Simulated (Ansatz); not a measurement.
# HS (SMILES [SH]): UPBE0/cc-pVDZ

Aim: the electronic atomisation energy of HS at UPBE0/cc-pVDZ, from 3 runs. 

Program for the calculation: Ansatz 0.2.0.

55 further runs of the same task are left out: 2 that didn't finish, 53 set aside as unsound or not needed.

### 1 The system as given

The species is HS (2 atoms), meant as a doublet with charge 0. As SMILES, `[SH]`. Geometry: relaxed at GFN2-xTB.

Bond lengths: S1–H2 1.330 Å.

### 2 A single-point energy at UPBE0/cc-pVDZ

Input file run.yaml:

```yaml
crystal:
  periodic: [false, false, false]
  atoms:
    - {symbol: S, position_ang: [0.568010, -0.185670, 0.292090]}
    - {symbol: H, position_ang: [-0.568010, 0.185670, -0.292090]}
basis:
  gaussian:
    orbitals: cc-pVDZ
magnetization:
  spin_polarized: true
  initial_magnetization: 1
hamiltonian:
  xc: pbe0
accuracy: high
```

On the command line:

```
$ ansatz run run.yaml --threads 1 --pin off --max-ram 2610MiB --events-out events.jsonl --progress --plain --runs-dir runs
```

Standard output:

```text
Warning: RAYON_NUM_THREADS=1 ignored (pool sized by the plan → 1); use --threads N
Functional definition: PBE0
  name "PBE0"
  parameter a = 0.25
  parameter kappa = 0.804
  parameter beta = 0.06672455060314922
  exchange = (1 - a)*pbe_x(kappa = kappa, mu = beta*pi^2/3) + a*exact_x
  correlation = pbe_c(beta = beta)
415 factors; integrals over basis functions are off by at most 3.0e-9 eV
mean field evaluation 1: about -10846.3423 eV, gradient 4.4e0 eV
mean field evaluation 2: about -10846.4436 eV, gradient 2.4e0 eV
mean field evaluation 4: about -10846.4757 eV, gradient 3.6e-1 eV
mean field evaluation 8: about -10846.5111 eV, gradient 3.1e-2 eV
mean field evaluation 16: about -10846.5111 eV, gradient 3.9e-6 eV
mean field -10846.51111942 eV, -398.6019316094 hartree, gradient 3.3e-8 eV, S^2 0.753501; 0 other end points of the search recorded, 0 dependent functions left out
reference -10846.51112074 eV, -398.6019316580 hartree; 9, 8 occupied and 14, 15 virtual orbitals, 415 factors
Total energy: -10846.51112074 eV, -398.6019316580 hartree
```

Wall time 1.2 s (1 thread of Arm Neoverse V2, shared host).

### 3 The H atom

Input file run.yaml:

```yaml
crystal:
  periodic: [false, false, false]
  atoms:
    - {symbol: H, position_ang: [0.000000, 0.000000, 0.000000]}
basis:
  gaussian: {orbitals: cc-pVDZ}
magnetization: {spin_polarized: true, initial_magnetization: 1}
hamiltonian: {xc: {name: PBE0}}
accuracy: high
```

Run the same way, it converges to -0.50029 Eh (log not shown).

### 4 The S atom, same level

Input file in.yaml:

```yaml
crystal:
  periodic: [false, false, false]
  atoms:
    - {symbol: S, position_ang: [0.000000, 0.000000, 0.000000]}
basis:
  gaussian:
    orbitals: cc-pVDZ
magnetization:
  spin_polarized: true
  initial_magnetization: 2
hamiltonian:
  xc: {name: PBE0}
accuracy: high
```

Run the same way, it converges to -397.96769 Eh (log not shown).

### 5 Results

At UPBE0/cc-pVDZ:

| quantity | value |
| --- | --- |
| molecule: total energy | -398.60193 Eh |
| molecule: ⟨S²⟩ | 0.754 |
| H atom: total energy | -0.50029 Eh |
| H atom: ⟨S²⟩ | 0.750 |
| S atom: total energy | -397.96769 Eh |
| S atom: ⟨S²⟩ | 2.003 |
| electronic atomisation energy | 3.645 eV |

In words: Taking the molecule apart into free atoms costs 3.65 eV (84 kcal/mol), before zero-point energy and without spin-orbit coupling.
